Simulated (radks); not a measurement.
# Taking charge from the 4s level of Br in fractions

An exercise on one series of results from a longer session: the logs are not shown, and one member is left open.

Method: scalar-relativistic Kohn-Sham, LDA (Slater exchange, Perdew-Wang correlation), spin-polarised, spherical densities, finite nucleus; open shells are filled with parallel spins first. Code: radks (a radial shooting solver on a logarithmic mesh, Libxc functionals) version 1.

## Starting point

```
element            : bromine (Z = 35)
charge             : 0
electrons          : 35
configuration      : [Ar] 3d10 4s(up 1, down 1) 4p5
nuclear rms radius : 4.1629 fm
```

A shell typed twice in an input gives spin up, then spin down.

The first run:

Settings of this run:

```text
Z 35
configuration [Ar] 3d10 4s1 4s1 4p5
relativity scalar-relativistic
functional lda,pw
spin polarised
nucleus finite rms 4.1629 fm
c 137.035999084
```

Among the steps run: Start: [Ar] 3d10 4s(up 1, down 1) 4p5.

One table of the session follows, with a row left open; its other results are not shown here.

It belongs to the step «Start: [Ar] 3d10 4s(up 1, down 1) 4p5». From the orbitals of this run (lengths in bohr):

| level | <r> | outermost maximum (interpolated) | 90 % within | nodes |
| --- | --- | --- | --- | --- |
| 3p up | 0.5650 | 0.481 | 0.864 | 1 |
| 3p down | 0.5648 | 0.481 | 0.863 | 1 |
| 3d up | 0.5913 | 0.430 | 0.976 | 0 |
| 3d down | 0.5905 | 0.430 | 0.974 | 0 |
| 4s up | 1.669 | 1.41 | 2.49 | 3 |
| 4s down | 1.671 | 1.41 | 2.50 | 3 |
| 4p up | 2.092 | 1.66 | 3.24 | 2 |
| 4p down | ? | ? | ? | ? |

**Question.** Estimate the row for 4p down.

**Answer.** <r>: 2.116; outermost maximum (interpolated): 1.66; 90 % within: 3.30; nodes: 2. In the column «<r>» it is the highest.
